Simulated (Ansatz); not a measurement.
**CH₅B₃: single points off equilibrium**

An exercise on one series of results from a longer session: the logs are not shown, and one member is left open.

The runs use Ansatz 0.2.0, Gaussian basis; single points in def2-TZVPP.

Correlated methods freeze the cores.

### Where the work starts

SMILES `BB=CB`, 9 atoms, charge 0, spin multiplicity 1.

Atoms are counted from 1 here; the program's logs count them from 0.

Bond lengths: B1–B2 1.617 Å, B1–H5 1.191 Å, B1–H6 1.174 Å, B2–C3 1.358 Å, C3–B4 1.513 Å, C3–H7 1.166 Å, B4–H8 1.173 Å, B4–H9 1.172 Å. Angles: B2–B1–H5 113.4°, B2–B1–H6 124.5°, H5–B1–H6 121.5°, B1–B2–C3 166.7°, B2–C3–B4 119.8°, B2–C3–H7 123.6°, B4–C3–H7 115.8°, C3–B4–H8 118.6°, C3–B4–H9 119.5°, H8–B4–H9 121.8°.

Coordinates:

| atom | x (Å) | y (Å) | z (Å) |
| --- | --- | --- | --- |
| B1 | 0.0695 | 1.9214 | -0.8081 |
| B2 | 0.4900 | 0.4525 | -0.2776 |
| C3 | 0.5613 | -0.8632 | 0.0525 |
| B4 | -0.5834 | -1.5142 | 0.7967 |
| H5 | 0.9073 | 2.4412 | -1.4757 |
| H6 | -0.8872 | 2.5059 | -0.4600 |
| H7 | 1.5333 | -1.5000 | -0.0390 |
| H8 | -0.4872 | -2.6434 | 1.0987 |
| H9 | -1.4995 | -0.8631 | 1.1283 |

Set-up of the first run:

run/in.yaml

```yaml
crystal:
  periodic: [false, false, false]
  atoms:
    - {symbol: B, position_ang: [0.069525, 1.921359, -0.808073]}
    - {symbol: B, position_ang: [0.490021, 0.452493, -0.277594]}
    - {symbol: C, position_ang: [0.561335, -0.863185, 0.052459]}
    - {symbol: B, position_ang: [-0.583398, -1.514207, 0.796656]}
    - {symbol: H, position_ang: [0.907255, 2.441189, -1.475706]}
    - {symbol: H, position_ang: [-0.887229, 2.505919, -0.459963]}
    - {symbol: H, position_ang: [1.533318, -1.500003, -0.038957]}
    - {symbol: H, position_ang: [-0.487162, -2.643401, 1.098665]}
    - {symbol: H, position_ang: [-1.499466, -0.863058, 1.128260]}
basis:
  gaussian: {orbitals: def2-TZVPP}
hamiltonian: {xc: pbe, dispersion: d4}
output: {forces: true}
```

Command:

```bash
$ ansatz run in.yaml --threads 2 --pin off --events-out ev --progress --plain --max-ram 3481MiB
```

Among the steps run: PBE-D4/def2-TZVPP; r2SCAN-D4/def2-TZVPP; PBE0-D4/def2-TZVPP; wB97M-V/def2-TZVPP; CCSD(T)/def2-TZVPP.

One of the session's tables, all rows but one given; the rest of the session is left out.

```
   method  RMS force component (eV/Å)  angle to CCSD(T) forces (°)  dipole (D)
   PBE-D4                       1.047                         10.2        1.41
r2SCAN-D4                       1.029                          6.6        1.45
  PBE0-D4                       1.014                          6.4        1.53
  wB97M-V                           ?                            ?           ?
  CCSD(T)                       1.073                    reference        1.45
```

Q: Estimate the row for wB97M-V from the others.

The run gave: RMS force component (eV/Å): 0.962; angle to CCSD(T) forces (°): 7.5; dipole (D): 1.67. In the column «RMS force component (eV/Å)» it is the lowest.

To keep in mind: The reference is not at the basis limit: in triple zeta CCSD(T) underbinds, which counts against methods that bind more; the gaps are no ranking.
